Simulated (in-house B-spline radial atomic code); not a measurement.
**Ir¹⁰⁺: excited configurations**

How much energy does it take to promote electrons of Ir¹⁰⁺ to other shells? Each configuration is solved by itself and compared with the reference.

Method: non-relativistic M06-L, spin-polarised, spherical fractional occupations, point nucleus, basis-set limit. Code: in-house B-spline radial atomic code version 1.

**1. The atom as given**

* element: iridium (Z = 77)
* charge: +10
* electrons: 67
* configuration: [Kr] 4d10 4f14 5s2 5p5
* Hamiltonian: non-relativistic
* nucleus: point

The outer shells:

[Kr] 4d10 4f14 5s2 5p5
```
[Kr] core
4d [↑↓][↑↓][↑↓][↑↓][↑↓]
4f [↑↓][↑↓][↑↓][↑↓][↑↓][↑↓][↑↓]
5s [↑↓]
5p [↑↓][↑↓][↑ ]
```

Where spins are not typed, each open shell is filled with up spins first.

Input settings:

```ini
Z = 77
electrons = 67.0
configuration = [Kr] 4d10 4f14 5s2 5p5
hamiltonian = nr
method = m06l
spin_polarised = True
```

The reference is known from an earlier run: -16782.862059 hartree in all. Up to eight levels, counted from the top:

```tsv
orbital	occupation	energy (eV)	<r> (bohr)
4d up	5	-466.05	0.4793
4d down	5	-465.81	0.4791
4f up	7	-240.04	0.5116
4f down	7	-239.68	0.5107
5s up	1	-234.79	1.014
5s down	1	-233.51	1.014
5p up	3	-203.27	1.074
5p down	2	-201.95	1.075
```

**2. Configuration [Kr] 4d10 4f14 5s2 5p4 5d1**

Input settings:

```ini
Z = 77
electrons = 67.0
configuration = [Kr] 4d10 4f14 5s2 5p4 5d1
hamiltonian = nr
method = m06l
spin_polarised = True
```

**3. Configuration [Kr] 4d10 4f13 5s2 5p5 5f1**

Input settings:

```ini
Z = 77
electrons = 67.0
configuration = [Kr] 4d10 4f13 5s2 5p5 5f1
hamiltonian = nr
method = m06l
spin_polarised = True
```

**4. Run with [Kr] 4d10 4f14 5s2 5p4 5f1**

Input settings:

```ini
Z = 77
electrons = 67.0
configuration = [Kr] 4d10 4f14 5s2 5p4 5f1
hamiltonian = nr
method = m06l
spin_polarised = True
```

**5. Configuration 1s2 2s2 2p6 3s2 3p6 3d10 4s2 4p6 4d4,5 4f14 5s2 5p3,2 6p1,0**

In configurations, two counts after a shell (as in p1,2) give the electrons with spin up and with spin down.

Input settings:

```ini
Z = 77
electrons = 67.0
configuration = 1s2 2s2 2p6 3s2 3p6 3d10 4s2 4p6 4d4,5 4f14 5s2 5p3,2 6p1,0
hamiltonian = nr
method = m06l
spin_polarised = True
```

**6. Configuration 1s2 2s2 2p6 3s2 3p6 3d10 4s2 4p6 4d10 4f6,7 5s2 5p2,3 5f0,1**

Input settings:

```ini
Z = 77
electrons = 67.0
configuration = 1s2 2s2 2p6 3s2 3p6 3d10 4s2 4p6 4d10 4f6,7 5s2 5p2,3 5f0,1
hamiltonian = nr
method = m06l
spin_polarised = True
```

**7. 1s2 2s2 2p6 3s2 3p6 3d10 4s2 4p6 4d10 4f6,7 5s2 5p3,2 5d0,1**

Input settings:

```ini
Z = 77
electrons = 67.0
configuration = 1s2 2s2 2p6 3s2 3p6 3d10 4s2 4p6 4d10 4f6,7 5s2 5p3,2 5d0,1
hamiltonian = nr
method = m06l
spin_polarised = True
```

Q: How far above the reference does each configuration lie (order and size, in eV)?

**Answer**, as computed:

| net move | configuration | 2|M_S|+1 | energy above the reference (eV) | largest <r> (bohr) |
| --- | --- | --- | --- | --- |
| 5p → 5d | [Kr] 4d10 4f14 5s2 5p4 5d1 | 4 | 49.914 | 1.22 |
| 4f → 5d, spins typed | 1s2 2s2 2p6 3s2 3p6 3d10 4s2 4p6 4d10 4f6,7 5s2 5p3,2 5d0,1 | 2 | 94.773 | 1.21 |
| 5p → 5f | [Kr] 4d10 4f14 5s2 5p4 5f1 | 4 | 107.74 | 1.57 |
| 4f → 5f | [Kr] 4d10 4f13 5s2 5p5 5f1 | 4 | 151.83 | 1.55 |
| 4f → 5f, spins typed | 1s2 2s2 2p6 3s2 3p6 3d10 4s2 4p6 4d10 4f6,7 5s2 5p2,3 5f0,1 | 4 | 151.83 | 1.55 |
| 4d → 6p, spins typed | 1s2 2s2 2p6 3s2 3p6 3d10 4s2 4p6 4d4,5 4f14 5s2 5p3,2 6p1,0 | 2 | 375.16 | 2.00 |

**Reading.** At the bottom stands 5p → 5d (49.914 eV), at the top 4d → 6p, spins typed (375.16 eV). 1 of them lies more than 60 % above minus the reference's highest level (201.95 eV), in the range where a state can decay by emitting an electron. The reference has 2|M_S|+1 = 2; 4 of the configurations differ from it in spin. These are spherical averages at the typed spins, not spectroscopic levels.
